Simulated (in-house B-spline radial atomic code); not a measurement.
# In⁴⁺: a fraction of an electron moved 4d → 4f

Aim: the energy of In⁴⁺ as a fraction of an electron is moved 4d → 4f, to see how far it bends away from a straight line.

Method: scalar-relativistic (spin-free one-electron X2C) PBE, spin-polarised, spherical fractional occupations, Fermi nucleus, basis-set limit. Code: in-house B-spline radial atomic code version 1.

### 1 What is computed

- element: indium (Z = 49)
- charge: +4
- electrons: 45
- configuration: [Kr] 4d9
- Hamiltonian: scalar-relativistic (X2C)
- nucleus: Fermi, rms radius 4.616 fm

Outer shells as boxes (Hund's rule):

[Kr] 4d9
```
[Kr] core
4d [↑↓][↑↓][↑↓][↑↓][↑ ]
```

Where spins are not typed, each open shell is filled with up spins first.

### 2 The start, at fraction 0

Settings of the run:

```ini
Z = 49
electrons = 45.0
configuration = [Kr] 4d9
hamiltonian = x2c
method = pbe,pbe
spin_polarised = True
nucleus = fermi
rms_radius = 4.6156
mass_number = 115
atomic_mass = 114.903878772
speed_of_light = 137.035999084
```

The program writes no log. Results of the run, from its result record (rounded, main fields):

```text
status: converged
scf [iteration, energy, orbital gradient]:
  - [1, -5861.23576758, 0.696]
  - [2, -5868.5644694, 0.572]
  - [3, -5876.25888337, 0.116]
  - [4, -5876.56739108, 0.0224]
  - [5, -5876.57746693, 0.0111]
  - [6, -5876.5797593, 0.00438]
  - [7, -5876.58028625, 0.000688]
  - [8, -5876.58030004, 7.51e-06]
  - [9, -5876.58030004, 6.69e-07]
  - [10, -5876.58030004, 3.42e-08]
energy [hartree]: {"total": -5876.58030004, "kinetic": 6175.68868742, "nuclear": -14183.2597529, "coulomb": 2290.40922971, "xc": -159.418464222}
orbitals [hartree, bohr; first row names the columns]:
  - ["name", "occ", "eps", "<r>", "<r^2>", "<1/r>", "r_max"]
  - ["1s up", 1.0, -1019.9093, 0.029144, 0.0011596, 54.129, 0.018539]
  - ["1s down", 1.0, -1019.9093, 0.029144, 0.0011596, 54.129, 0.018539]
  - ["2s up", 1.0, -154.2748, 0.12804, 0.019391, 12.254, 0.10853]
  - ["2s down", 1.0, -154.2656, 0.12803, 0.01939, 12.254, 0.10853]
  - ["2p up", 3.0, -138.73475, 0.1119, 0.015304, 11.43, 0.086631]
  - ["2p down", 3.0, -138.72775, 0.1119, 0.015303, 11.431, 0.086629]
  - ["3s up", 1.0, -30.745324, 0.34836, 0.13892, 4.2764, 0.31569]
  - ["3s down", 1.0, -30.740913, 0.34835, 0.1389, 4.2763, 0.31571]
  - ["3p up", 3.0, -25.646552, 0.34686, 0.13975, 4.0018, 0.30886]
  - ["3p down", 3.0, -25.64147, 0.34683, 0.13972, 4.0018, 0.30888]
  - ["3d up", 5.0, -17.696103, 0.32431, 0.125, 3.7548, 0.25819]
  - ["3d down", 5.0, -17.688045, 0.32429, 0.12497, 3.7548, 0.25824]
  - ["4s up", 1.0, -6.1771871, 0.844, 0.80562, 1.6599, 0.76939]
  - ["4s down", 1.0, -6.1447084, 0.84377, 0.80531, 1.6608, 0.76903]
  - ["4p up", 3.0, -4.6449671, 0.9122, 0.94942, 1.4942, 0.81418]
  - ["4p down", 3.0, -4.6120195, 0.91223, 0.94974, 1.4946, 0.81382]
  - ["4d up", 5.0, -2.4073394, 1.1079, 1.4396, 1.1955, 0.91859]
  - ["4d down", 4.0, -2.375755, 1.1105, 1.4477, 1.1937, 0.91855]
sum_r [bohr^k]: {"-1": 294.4996, "1": 24.14899, "2": 22.79626}
```

It took 0.24 s on 1 thread, shared host.

### 3 0.125 electron moved 4d → 4f

Changes to the settings of step 2:

```diff
@@ -2,3 +2,3 @@
 electrons = 45.0
-configuration = [Kr] 4d9
+configuration = [Kr] 4d8.875 4f0.125
 hamiltonian = x2c
```

Result record:

```text
status: converged
scf [iteration, energy, orbital gradient]:
  - [1, -5860.96081581, 0.698]
  - [2, -5868.2494094, 0.573]
  - [3, -5876.04156144, 0.114]
  - [4, -5876.35300839, 0.0213]
  - [5, -5876.36350062, 0.0106]
  - [6, -5876.36564995, 0.00408]
  - [7, -5876.3660971, 0.0007]
  - [8, -5876.36611149, 5.16e-06]
  - [9, -5876.36611149, 7.22e-07]
  - [10, -5876.36611149, 3.41e-08]
energy [hartree]: {"total": -5876.36611149, "kinetic": 6175.48489491, "nuclear": -14180.948144, "coulomb": 2288.45045972, "xc": -159.353322091}
orbitals [hartree, bohr; first row names the columns]:
  - ["name", "occ", "eps", "<r>"]
  - ["1s up", 1.0, -1019.957, 0.029144]
  - ["1s down", 1.0, -1019.957, 0.029144]
  - ["2s up", 1.0, -154.32388, 0.12804]
  - ["2s down", 1.0, -154.31352, 0.12803]
  - ["2p up", 3.0, -138.78373, 0.1119]
  - ["2p down", 3.0, -138.77584, 0.1119]
  - ["3s up", 1.0, -30.791641, 0.34836]
  - ["3s down", 1.0, -30.786616, 0.34834]
  - ["3p up", 3.0, -25.692928, 0.34685]
  - ["3p down", 3.0, -25.687146, 0.34682]
  - ["3d up", 5.0, -17.743014, 0.32429]
  - ["3d down", 5.0, -17.733886, 0.32426]
  - ["4s up", 1.0, -6.2193748, 0.84349]
  - ["4s down", 1.0, -6.182194, 0.84317]
  - ["4p up", 3.0, -4.6858622, 0.91129]
  - ["4p down", 3.0, -4.6479949, 0.91119]
  - ["4d up", 5.0, -2.4443957, 1.1045]
  - ["4d down", 3.875, -2.4074459, 1.1065]
  - ["4f up", 0.125, -0.68880109, 2.8865]
sum_r [bohr^k]: {"-1": 294.4525, "1": 24.33125, "2": 23.74624}
energy_minus_base [hartree]: 0.214188545
```

It took 0.18 s on 1 thread, shared host.

energy_minus_base is the energy less that of the reference run.

### 4 0.25 electron moved 4d → 4f

Changes to the settings of step 3:

```diff
@@ -2,3 +2,3 @@
 electrons = 45.0
-configuration = [Kr] 4d8.875 4f0.125
+configuration = [Kr] 4d8.75 4f0.25
 hamiltonian = x2c
```

Result record:

```text
status: converged
scf [iteration, energy, orbital gradient]:
  - [1, -5860.68470299, 0.7]
  - [2, -5867.93425244, 0.574]
  - [3, -5875.82279908, 0.113]
  - [4, -5876.1371706, 0.0203]
  - [5, -5876.14788792, 0.01]
  - [6, -5876.14993074, 0.00381]
  - [7, -5876.15031055, 0.000712]
  - [8, -5876.15032569, 3.15e-06]
  - [9, -5876.15032569, 7.64e-07]
  - [10, -5876.15032569, 3.41e-08]
energy [hartree]: {"total": -5876.15032569, "kinetic": 6175.27934523, "nuclear": -14178.693497, "coulomb": 2286.554928, "xc": -159.291101896}
orbitals [hartree, bohr; first row names the columns]:
  - ["name", "occ", "eps", "<r>"]
  - ["1s up", 1.0, -1020.0035, 0.029144]
  - ["1s down", 1.0, -1020.0036, 0.029144]
  - ["2s up", 1.0, -154.3718, 0.12804]
  - ["2s down", 1.0, -154.36025, 0.12803]
  - ["2p up", 3.0, -138.83154, 0.1119]
  - ["2p down", 3.0, -138.82275, 0.1119]
  - ["3s up", 1.0, -30.836619, 0.34835]
  - ["3s down", 1.0, -30.830959, 0.34833]
  - ["3p up", 3.0, -25.737968, 0.34684]
  - ["3p down", 3.0, -25.731463, 0.3468]
  - ["3d up", 5.0, -17.78861, 0.32427]
  - ["3d down", 5.0, -17.778384, 0.32424]
  - ["4s up", 1.0, -6.2601369, 0.84299]
  - ["4s down", 1.0, -6.218099, 0.84258]
  - ["4p up", 3.0, -4.7253483, 0.91039]
  - ["4p down", 3.0, -4.6823976, 0.91017]
  - ["4d up", 5.0, -2.4801153, 1.101]
  - ["4d down", 3.75, -2.4376691, 1.1028]
  - ["4f up", 0.25, -0.70361713, 2.8297]
sum_r [bohr^k]: {"-1": 294.4065, "1": 24.50094, "2": 24.61145}
energy_minus_base [hartree]: 0.429974346
```

Wall time 0.18 s (1 thread, shared host).

### 5 0.375 electron moved 4d → 4f

Changes to the settings of step 4:

```diff
@@ -2,3 +2,3 @@
 electrons = 45.0
-configuration = [Kr] 4d8.75 4f0.25
+configuration = [Kr] 4d8.625 4f0.375
 hamiltonian = x2c
```

Result record:

```text
status: converged
scf [iteration, energy, orbital gradient]:
  - [1, -5860.40733224, 0.702]
  - [2, -5867.61902645, 0.575]
  - [3, -5875.60247375, 0.111]
  - [4, -5875.91952111, 0.0193]
  - [5, -5875.93030672, 0.00952]
  - [6, -5875.93227687, 0.00356]
  - [7, -5875.9326018, 0.000725]
  - [8, -5875.93261787, 2.28e-06]
  - [9, -5875.93261787, 7.7e-07]
  - [10, -5875.93261787, 3.41e-08]
energy [hartree]: {"total": -5875.93261787, "kinetic": 6175.07170838, "nuclear": -14176.4988323, "coulomb": 2284.72589151, "xc": -159.23138548}
orbitals [hartree, bohr; first row names the columns]:
  - ["name", "occ", "eps", "<r>"]
  - ["1s up", 1.0, -1020.0489, 0.029144]
  - ["1s down", 1.0, -1020.0489, 0.029144]
  - ["2s up", 1.0, -154.41847, 0.12804]
  - ["2s down", 1.0, -154.40572, 0.12803]
  - ["2p up", 3.0, -138.87811, 0.1119]
  - ["2p down", 3.0, -138.86842, 0.1119]
  - ["3s up", 1.0, -30.880178, 0.34834]
  - ["3s down", 1.0, -30.873862, 0.34831]
  - ["3p up", 3.0, -25.781591, 0.34683]
  - ["3p down", 3.0, -25.774342, 0.34679]
  - ["3d up", 5.0, -17.832811, 0.32425]
  - ["3d down", 5.0, -17.821462, 0.32422]
  - ["4s up", 1.0, -6.2993811, 0.8425]
  - ["4s down", 1.0, -6.2523354, 0.84199]
  - ["4p up", 3.0, -4.7633324, 0.9095]
  - ["4p down", 3.0, -4.7151397, 0.90916]
  - ["4d up", 5.0, -2.5144221, 1.0976]
  - ["4d down", 3.625, -2.4663343, 1.0992]
  - ["4f up", 0.375, -0.71722157, 2.7696]
sum_r [bohr^k]: {"-1": 294.3618, "1": 24.65737, "2": 25.38733}
energy_minus_base [hartree]: 0.64768217
```

It took 0.14 s on 1 thread, shared host.

### 6 0.5 electron moved 4d → 4f

Changes to the settings of step 5:

```diff
@@ -2,3 +2,3 @@
 electrons = 45.0
-configuration = [Kr] 4d8.625 4f0.375
+configuration = [Kr] 4d8.5 4f0.5
 hamiltonian = x2c
```

Result record:

```text
status: converged
scf [iteration, energy, orbital gradient]:
  - [1, -5860.12868451, 0.704]
  - [2, -5867.30375982, 0.577]
  - [3, -5875.38061966, 0.11]
  - [4, -5875.70011635, 0.0183]
  - [5, -5875.71087246, 0.00905]
  - [6, -5875.71279532, 0.00333]
  - [7, -5875.7130753, 0.000742]
  - [8, -5875.71309254, 3.7e-06]
  - [9, -5875.71309254, 7.56e-07]
  - [10, -5875.71309254, 3.41e-08]
energy [hartree]: {"total": -5875.71309254, "kinetic": 6174.86209572, "nuclear": -14174.3611487, "coulomb": 2282.96003919, "xc": -159.174078711}
orbitals [hartree, bohr; first row names the columns]:
  - ["name", "occ", "eps", "<r>"]
  - ["1s up", 1.0, -1020.093, 0.029144]
  - ["1s down", 1.0, -1020.0931, 0.029144]
  - ["2s up", 1.0, -154.46397, 0.12804]
  - ["2s down", 1.0, -154.45, 0.12803]
  - ["2p up", 3.0, -138.92352, 0.1119]
  - ["2p down", 3.0, -138.9129, 0.1119]
  - ["3s up", 1.0, -30.92238, 0.34833]
  - ["3s down", 1.0, -30.915388, 0.3483]
  - ["3p up", 3.0, -25.823861, 0.34681]
  - ["3p down", 3.0, -25.815845, 0.34677]
  - ["3d up", 5.0, -17.87568, 0.32423]
  - ["3d down", 5.0, -17.863184, 0.32419]
  - ["4s up", 1.0, -6.3371806, 0.84201]
  - ["4s down", 1.0, -6.2849794, 0.8414]
  - ["4p up", 3.0, -4.799887, 0.90864]
  - ["4p down", 3.0, -4.7462991, 0.90816]
  - ["4d up", 5.0, -2.5473861, 1.0944]
  - ["4d down", 3.5, -2.4935179, 1.0958]
  - ["4f up", 0.5, -0.73041098, 2.7109]
sum_r [bohr^k]: {"-1": 294.3182, "1": 24.80161, "2": 26.08222}
energy_minus_base [hartree]: 0.867207501
```

Run time: 0.18 s. Hardware: 1 thread, shared host.

### 7 0.625 electron moved 4d → 4f

Changes to the settings of step 6:

```diff
@@ -2,3 +2,3 @@
 electrons = 45.0
-configuration = [Kr] 4d8.5 4f0.5
+configuration = [Kr] 4d8.375 4f0.625
 hamiltonian = x2c
```

Result record:

```text
status: converged
scf [iteration, energy, orbital gradient]:
  - [1, -5859.84875713, 0.706]
  - [2, -5866.98848127, 0.578]
  - [3, -5875.15730721, 0.108]
  - [4, -5875.47906936, 0.0173]
  - [5, -5875.48973069, 0.00861]
  - [6, -5875.49162519, 0.00314]
  - [7, -5875.49186813, 0.000762]
  - [8, -5875.49188679, 5.73e-06]
  - [9, -5875.49188679, 7.27e-07]
  - [10, -5875.49188679, 3.41e-08]
energy [hartree]: {"total": -5875.49188679, "kinetic": 6174.65065007, "nuclear": -14172.2781672, "coulomb": 2281.25478308, "xc": -159.119152739}
orbitals [hartree, bohr; first row names the columns]:
  - ["name", "occ", "eps", "<r>"]
  - ["1s up", 1.0, -1020.1361, 0.029144]
  - ["1s down", 1.0, -1020.1361, 0.029144]
  - ["2s up", 1.0, -154.50833, 0.12804]
  - ["2s down", 1.0, -154.49313, 0.12803]
  - ["2p up", 3.0, -138.9678, 0.1119]
  - ["2p down", 3.0, -138.95626, 0.1119]
  - ["3s up", 1.0, -30.963273, 0.34832]
  - ["3s down", 1.0, -30.955584, 0.34829]
  - ["3p up", 3.0, -25.864824, 0.3468]
  - ["3p down", 3.0, -25.856019, 0.34676]
  - ["3d up", 5.0, -17.917264, 0.32421]
  - ["3d down", 5.0, -17.903595, 0.32416]
  - ["4s up", 1.0, -6.3735932, 0.84153]
  - ["4s down", 1.0, -6.3160905, 0.84081]
  - ["4p up", 3.0, -4.8350703, 0.90778]
  - ["4p down", 3.0, -4.775937, 0.90718]
  - ["4d up", 5.0, -2.5790654, 1.0913]
  - ["4d down", 3.375, -2.519281, 1.0925]
  - ["4f up", 0.625, -0.74327368, 2.6545]
sum_r [bohr^k]: {"-1": 294.2757, "1": 24.93463, "2": 26.70433}
energy_minus_base [hartree]: 1.08841325
```

It took 0.18 s on 1 thread, shared host.

### 8 0.75 electron moved 4d → 4f

Changes to the settings of step 7:

```diff
@@ -2,3 +2,3 @@
 electrons = 45.0
-configuration = [Kr] 4d8.375 4f0.625
+configuration = [Kr] 4d8.25 4f0.75
 hamiltonian = x2c
```

Result record:

```text
status: converged
scf [iteration, energy, orbital gradient]:
  - [1, -5859.56754995, 0.708]
  - [2, -5866.67321972, 0.579]
  - [3, -5874.93261693, 0.107]
  - [4, -5875.25649869, 0.0167]
  - [5, -5875.26702125, 0.00819]
  - [6, -5875.26890115, 0.00296]
  - [7, -5875.26911332, 0.000787]
  - [8, -5875.26913369, 7.82e-06]
  - [9, -5875.2691337, 6.88e-07]
  - [10, -5875.2691337, 3.99e-08]
energy [hartree]: {"total": -5875.26913369, "kinetic": 6174.43751125, "nuclear": -14170.2477168, "coulomb": 2279.60765864, "xc": -159.066586799}
orbitals [hartree, bohr; first row names the columns]:
  - ["name", "occ", "eps", "<r>"]
  - ["1s up", 1.0, -1020.1781, 0.029144]
  - ["1s down", 1.0, -1020.1781, 0.029144]
  - ["2s up", 1.0, -154.55159, 0.12804]
  - ["2s down", 1.0, -154.53516, 0.12803]
  - ["2p up", 3.0, -139.011, 0.1119]
  - ["2p down", 3.0, -138.99851, 0.1119]
  - ["3s up", 1.0, -31.002903, 0.34831]
  - ["3s down", 1.0, -30.994495, 0.34827]
  - ["3p up", 3.0, -25.904528, 0.34679]
  - ["3p down", 3.0, -25.89491, 0.34674]
  - ["3d up", 5.0, -17.957608, 0.32418]
  - ["3d down", 5.0, -17.942743, 0.32414]
  - ["4s up", 1.0, -6.4086746, 0.84105]
  - ["4s down", 1.0, -6.3457257, 0.84023]
  - ["4p up", 3.0, -4.8689386, 0.90694]
  - ["4p down", 3.0, -4.8041121, 0.90622]
  - ["4d up", 5.0, -2.6095164, 1.0883]
  - ["4d down", 3.25, -2.5436815, 1.0893]
  - ["4f up", 0.75, -0.75580513, 2.6006]
sum_r [bohr^k]: {"-1": 294.2343, "1": 25.05741, "2": 27.26149}
energy_minus_base [hartree]: 1.31116634
```

Run time: 0.18 s. Hardware: 1 thread, shared host.

### 9 0.875 electron moved 4d → 4f

Changes to the settings of step 8:

```diff
@@ -2,3 +2,3 @@
 electrons = 45.0
-configuration = [Kr] 4d8.25 4f0.75
+configuration = [Kr] 4d8.125 4f0.875
 hamiltonian = x2c
```

Result record:

```text
status: converged
scf [iteration, energy, orbital gradient]:
  - [1, -5859.28506174, 0.71]
  - [2, -5866.35800423, 0.58]
  - [3, -5874.70663141, 0.105]
  - [4, -5875.03251826, 0.0163]
  - [5, -5875.0428743, 0.00779]
  - [6, -5875.044749, 0.00281]
  - [7, -5875.04493537, 0.000816]
  - [8, -5875.04495778, 9.8e-06]
  - [9, -5875.04495778, 6.38e-07]
  - [10, -5875.04495778, 4.26e-08]
energy [hartree]: {"total": -5875.04495778, "kinetic": 6174.22281128, "nuclear": -14168.2675303, "coulomb": 2278.01611664, "xc": -159.016355363}
orbitals [hartree, bohr; first row names the columns]:
  - ["name", "occ", "eps", "<r>"]
  - ["1s up", 1.0, -1020.219, 0.029144]
  - ["1s down", 1.0, -1020.2191, 0.029144]
  - ["2s up", 1.0, -154.59381, 0.12803]
  - ["2s down", 1.0, -154.57612, 0.12803]
  - ["2p up", 3.0, -139.05316, 0.1119]
  - ["2p down", 3.0, -139.03972, 0.11189]
  - ["3s up", 1.0, -31.041318, 0.3483]
  - ["3s down", 1.0, -31.03217, 0.34826]
  - ["3p up", 3.0, -25.943018, 0.34678]
  - ["3p down", 3.0, -25.932567, 0.34672]
  - ["3d up", 5.0, -17.99676, 0.32416]
  - ["3d down", 5.0, -17.980673, 0.32411]
  - ["4s up", 1.0, -6.4424828, 0.84058]
  - ["4s down", 1.0, -6.3739446, 0.83966]
  - ["4p up", 3.0, -4.9015507, 0.90612]
  - ["4p down", 3.0, -4.8308852, 0.90527]
  - ["4d up", 5.0, -2.6387977, 1.0854]
  - ["4d down", 3.125, -2.5667796, 1.0863]
  - ["4f up", 0.875, -0.76799599, 2.5494]
sum_r [bohr^k]: {"-1": 294.1939, "1": 25.17085, "2": 27.76099}
energy_minus_base [hartree]: 1.53534226
```

Wall time 0.15 s (1 thread, shared host).

### 10 1 electron moved 4d → 4f

Changes to the settings of step 9:

```diff
@@ -2,3 +2,3 @@
 electrons = 45.0
-configuration = [Kr] 4d8.125 4f0.875
+configuration = [Kr] 4d8 4f1
 hamiltonian = x2c
```

Result record:

```text
status: converged
scf [iteration, energy, orbital gradient]:
  - [1, -5859.00128969, 0.712]
  - [2, -5866.04286384, 0.581]
  - [3, -5874.47943255, 0.104]
  - [4, -5874.80723562, 0.0159]
  - [5, -5874.81741073, 0.0075]
  - [6, -5874.81928598, 0.00267]
  - [7, -5874.81945045, 0.000848]
  - [8, -5874.81947522, 1.17e-05]
  - [9, -5874.81947522, 5.82e-07]
  - [10, -5874.81947522, 4.07e-08]
energy [hartree]: {"total": -5874.81947522, "kinetic": 6174.00667371, "nuclear": -14166.3352365, "coulomb": 2276.47751396, "xc": -158.968426353}
orbitals [hartree, bohr; first row names the columns]:
  - ["name", "occ", "eps", "<r>"]
  - ["1s up", 1.0, -1020.259, 0.029144]
  - ["1s down", 1.0, -1020.2591, 0.029144]
  - ["2s up", 1.0, -154.63503, 0.12803]
  - ["2s down", 1.0, -154.61607, 0.12803]
  - ["2p up", 3.0, -139.09433, 0.1119]
  - ["2p down", 3.0, -139.07993, 0.11189]
  - ["3s up", 1.0, -31.078568, 0.34829]
  - ["3s down", 1.0, -31.06866, 0.34825]
  - ["3p up", 3.0, -25.980348, 0.34676]
  - ["3p down", 3.0, -25.96904, 0.3467]
  - ["3d up", 5.0, -18.034769, 0.32413]
  - ["3d down", 5.0, -18.017437, 0.32408]
  - ["4s up", 1.0, -6.4750786, 0.84011]
  - ["4s down", 1.0, -6.4008089, 0.83909]
  - ["4p up", 3.0, -4.932968, 0.90532]
  - ["4p down", 3.0, -4.8563195, 0.90434]
  - ["4d up", 5.0, -2.6669692, 1.0826]
  - ["4d down", 3.0, -2.5886373, 1.0834]
  - ["4f up", 1.0, -0.77984456, 2.5007]
sum_r [bohr^k]: {"-1": 294.1545, "1": 25.27581, "2": 28.20945}
energy_minus_base [hartree]: 1.76082482
```

It took 0.17 s on 1 thread, shared host.

### 11 The energy along the path

| fraction | energy change (eV) | less the straight line (eV) | level 4d down (eV) | level 4f up (eV) | sum of <r²> (bohr²) |
| --- | --- | --- | --- | --- | --- |
| 0 | 0.0000 | 0.0000 | -64.648 | empty | 22.796 |
| 0.125 | 5.8284 | -0.1609 | -65.510 | -18.743 | 23.746 |
| 0.25 | 11.7002 | -0.2784 | -66.332 | -19.146 | 24.611 |
| 0.375 | 17.6243 | -0.3436 | -67.112 | -19.517 | 25.387 |
| 0.5 | 23.5979 | -0.3593 | -67.852 | -19.875 | 26.082 |
| 0.625 | 29.6172 | -0.3293 | -68.553 | -20.226 | 26.704 |
| 0.75 | 35.6787 | -0.2572 | -69.217 | -20.567 | 27.261 |
| 0.875 | 41.7788 | -0.1464 | -69.846 | -20.898 | 27.761 |
| 1 | 47.9145 | 0.0000 | -70.440 | -21.221 | 28.209 |

From fraction 0 to 1 the energy changes by 47.914 eV. It sags under the straight line by up to 0.36 eV (at 0.5). Slater's transition state, the slope from the orbital energies at fraction 0.5 (Janak's theorem), gives 47.977 eV for the whole step.
